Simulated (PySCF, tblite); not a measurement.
# H₆OSeSi₂+ (doublet): geometry, infrared bands and EPR parameters

Wanted: the infrared bands and EPR parameters of H₆OSeSi₂+ (doublet) (`O[SiH2][Se+][SiH3]`), by calculation.

The runs use tblite 0.8.0 and PySCF 2.14.0, with density-fitted response routines of our own; the level of theory stands in each step. All values are computed, except where a source is named. Atoms count from 0, in the outputs and in this text.

## Step 1: Starting geometry

10 atoms, charge 1, multiplicity 2; geometry from: force field or distance geometry start.

Bonds of the start (Å): O0–Si1 1.71, Si1–Se2 2.30, Se2–Si3 2.28, O0–H4 1.00, Si1–H5 1.46, Si1–H6 1.47, Si3–H7 1.46, Si3–H8 1.47, Si3–H9 1.48.

## Step 2: Geometry optimisation with GFN2-xTB

Job settings and geometry (Å):

```
{"job": {"kind": "relax", "xc": "GFN2-xTB", "basis": "xTB"}, "charge": 1, "multiplicity": 2}
O     -1.771000     0.875800     0.331100
Si    -1.265200    -0.408600    -0.681700
Se     0.359400    -1.626900     0.403900
Si     1.748600     0.186000     0.404800
H     -2.098700     0.437000     1.167600
H     -0.721300     0.127800    -1.928800
H     -2.403200    -1.283200    -0.979300
H      2.009600     0.618200    -0.964000
H      1.133900     1.274400     1.169000
H      3.016700    -0.195800     1.054900
```

Run with:

```console
OMP_NUM_THREADS=1 python probes_run.py task.json out
```

The driver reads the jobs from task.json and runs them one after another.

**Question.** This job is followed by: GFN2-xTB harmonic vibrations, gas phase; UKS B3LYP, def2-TZVP-core on Se, pcH-1 on H O Si, non-relativistic, mean-field spin-orbit, GIAO. Predict these results of the whole session: strongest single infrared mode (GFN2-xTB); zero-point energy (GFN2-xTB); g(iso) (B3LYP); ⟨S²⟩; largest a(iso) (averaged by class).

The runs gave:

| quantity | value |
| --- | --- |
| strongest single infrared mode (GFN2-xTB) | 732 cm⁻¹, 665 km/mol |
| zero-point energy (GFN2-xTB) | 33.5 kcal/mol |
| g(iso) (B3LYP) | 2.15272 |
| ⟨S²⟩ | 0.753 (exact 0.75) |
| largest a(iso) (averaged by class) | 77Se on Se2, 89.6 MHz |

In words: The optimisation took 110 steps and gained 0.825 eV; among the close pairs (by a distance rule), Se2–Si3 changed most, from 2.284 to 2.405 Å. The lowest mode is imaginary (27i cm⁻¹), so the xTB geometry is not a minimum. The strongest single mode, at 732 cm⁻¹, has its largest shares on H4, H9, H8 and H7 (the list is cut at 4 atoms). Unscaled tight-binding wavenumbers are off by several per cent, some by more. Its intensities can rank the bands wrongly. Se2 carries the largest spin population, 0.97 e. The isotropic g lies 150.4 ppt above the free-electron value. The hyperfine terms hold no scalar relativity, which the heavier nuclei need.
